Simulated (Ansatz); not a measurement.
Task: a ladder of methods at one geometry of C2H6OSSi, SMILES CSC1O[SiH2]1, with Ansatz 0.2.0 through its Python package. Give the script and its output. Use (for the species named): HSE06, cc-pVDZ basis, multiplicity 1. The script varies functional: hse06, hf, cam_b3lyp, r2scan, pbe0.

Contents of `c2h6ossi.xyz`:
```text
11

C    -1.25830    1.43110   -0.73380
S    -0.73180   -0.19800   -1.12070
C     0.68130   -0.26020   -0.18850
O     0.61450   -0.25500    1.23230
Si    1.04520   -1.79290    0.80630
H    -2.22050    1.69520   -1.31140
H    -1.49790    1.57600    0.32510
H    -0.50980    2.22840   -1.03400
H     1.58940    0.25090   -0.53880
H     2.40830   -1.99450    1.39950
H    -0.05510   -2.73810    1.18460
```

`methods_c2h6ossi.py`
```python
"""C2H6OSSi at several levels of theory."""

from pathlib import Path

import ansatz
import numpy as np


def main() -> None:
    mol = ansatz.Crystal.molecule_from_extxyz("c2h6ossi.xyz")

    base = mol.calculation().basis(gaussian="cc-pVDZ")

    print("functional    E (Ha)        dipole (D)   HOMO (eV)  LUMO (eV)")
    for name in ["hse06", "hf", "cam_b3lyp", "r2scan", "pbe0"]:
        report = base.functional(name).forces().orbitals().run(threads=1, runs_dir="runs").report
        lines = Path(report["orbitals_path"]).read_text().splitlines()
        field_of = lambda key: [line.split("=")[1].strip() for line in lines if line.startswith(key)]
        orbitals = [(27.211386 * float(e), s, float(n)) for e, s, n in zip(field_of("Ene="), field_of("Spin="), field_of("Occup="))]
        homo = max(e for e, _, n in orbitals if n > 0.5)
        lumo = min(e for e, _, n in orbitals if n < 0.5)
        dipole = 4.803205 * np.linalg.norm(report["charge_distribution"]["dipole_moment_e_ang"])
        print(f"{name:10s} {report['free_energy_ev'] / 27.211386246:14.6f} {dipole:9.3f} {homo:11.3f} {lumo:10.3f}")


if __name__ == "__main__":
    main()
```

```console
$ python methods_c2h6ossi.py
functional    E (Ha)        dipole (D)   HOMO (eV)  LUMO (eV)
hse06         -842.223366     0.819      -6.164     -1.329
hf            -840.492905     1.367      -9.335      2.268
cam_b3lyp     -842.613189     0.962      -7.829      0.130
r2scan        -842.543262     0.717      -5.631     -1.614
pbe0          -842.245004     0.825      -6.563     -0.953
```

Total energies depend on the basis set; only differences at equal settings carry meaning. The geometry is a force-field or estimated start, not a minimum of this method, and the basis set is short of its limit. A lower total doesn't mark the better method: functionals have no common bound, and MP2 and coupled cluster aren't variational. Levels such as HOMO and LUMO are orbital energies: with these approximate functionals they aren't the ionisation energy and electron affinity, and their gap isn't the fundamental gap. For Al to Cl the sets with a tight d function, cc-pV(X+d)Z, are usual. hse06 follows the composition of plane-wave codes, whose totals differ by tens of mHa, up to about 0.1 Ha, from the form usual in Gaussian-basis programs (wpbeh). Run time: 12 s on 1 thread of AMD EPYC 9B45 (Zen 5) (shared host), peak memory 0.35 GiB.
